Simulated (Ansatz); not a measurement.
# VH2: how the settings move a single-point run

Aim: see which settings change the result for VH2, by how much, and at what cost.

Program: Ansatz 0.2.0. Level of theory: reference: DFT, LDA, all-electron LAPW, scalar-relativistic. These are calculated values, not measurements.

## 1. The structure to begin with

The structure is trigonal, space group R3m (No. 160). The conventional cell has a = 3.020 Å, b = 3.020 Å, c = 7.398 Å, α = 90.00°, β = 90.00°, γ = 120.00°. V (site symmetry 3m) is surrounded by 8 H at 1.80 to 1.94 Å. H (site symmetry 3m) has 4 V at 1.82 to 1.94 Å as nearest neighbours. H (site symmetry 3m) is surrounded by 4 V at 1.80 to 1.87 Å.

Coordinates:

```xyz
3
Lattice="0.0000 2.1355 2.1355 2.1355 0.0000 2.1355 2.1355 2.1355 0.0000" Properties=species:S:1:pos:R:3 pbc="T T T"
V    -0.0267    0.0267    0.0267
H     1.0944    1.0411    1.0411
H     3.2032    3.2032    3.2032
```

## 2. The reference run

Contents of input.yaml:

```yaml
crystal:
  lattice:
    - [0.0, 2.1355, 2.1355]
    - [2.1355, 0.0, 2.1355]
    - [2.1355, 2.1355, 0.0]
  atoms:
    - { symbol: V, position: [0.01875, -0.00625, -0.00625], spin: 1.5 }
    - { symbol: H, position: [0.23125, 0.25625, 0.25625] }
    - { symbol: H, position: [0.75, 0.75, 0.75] }
magnetization:
  spin_polarized: true
kpoints:
  mp_grid: { grid: [11, 11, 11] }
scf:
  occupations: { method: fermi_dirac, width: 0.05 }
hamiltonian:
  xc: lda
  pseudopotentials: { kind: all_electron, lapw: { basis_error: 0.001 } }
output:
  forces: true
  stress: true
  eigenvalues: true
  populations: true
```

Run with:

```console
$ ansatz run input.yaml --threads 1 --pin off --max-ram 3072MiB --backend cpu --events-out ev --progress --plain --runs-dir out
```

## 3. Changing settings: mp_grid.shift [0.5, 0.5, 0.5]

input.yaml, as its differences from that of step 2:

```diff
@@ -12,3 +12,3 @@
 kpoints:
-  mp_grid: { grid: [11, 11, 11] }
+  mp_grid: { grid: [11, 11, 11], shift: [0.5, 0.5, 0.5] }
 scf:
```

**Question.** What will these runs give? Wanted: for each run, ending; energy change; pressure; gap; force.

**Answer**, as computed:

| run | ending | energy change | pressure (GPa) | gap (eV) | force (eV/Å) | cycles | time |
| --- | --- | --- | --- | --- | --- | --- | --- |
| reference | converged | 0 | -15.8 | 0.00 | 0.53 | 11 | 49 s |
| 1: mp_grid.shift [0.5, 0.5, 0.5] | converged | +0.1 meV/atom | -15.8 | 0.00 | 0.53 | 11 | 2 min |

Residual by cycle in the longest SCF loop of each run; runs are numbered as in the table. The quantity is the density residual dr2, in eV.

| cycle | reference | run 1 |
| --- | --- | --- |
| 1 | 0.776 | 0.776 |
| 2 | 0.356 | 0.356 |
| 3 | 0.0654 | 0.0651 |
| 4 | 5.4e-4 | 4.9e-4 |
| 5 | 5.4e-6 | 4.4e-6 |
| 6 | 9.7e-7 | 1.3e-6 |
| 7 | 2.5e-8 | 2.8e-8 |
| 8 | 1.2e-9 | 1.3e-9 |
| 9 | 1.1e-11 | 7.0e-12 |
| 10 | 6.3e-12 | 3.1e-12 |
| 11 | 1.3e-13 | 4.8e-13 |

What this shows: Changing the k-point mesh leaves the energy as it was (+0.1 meV/atom). Cost: 2 min against 49 s. The structure is not at rest: the sound run finds -16 GPa, so these are no properties of the relaxed crystal. 
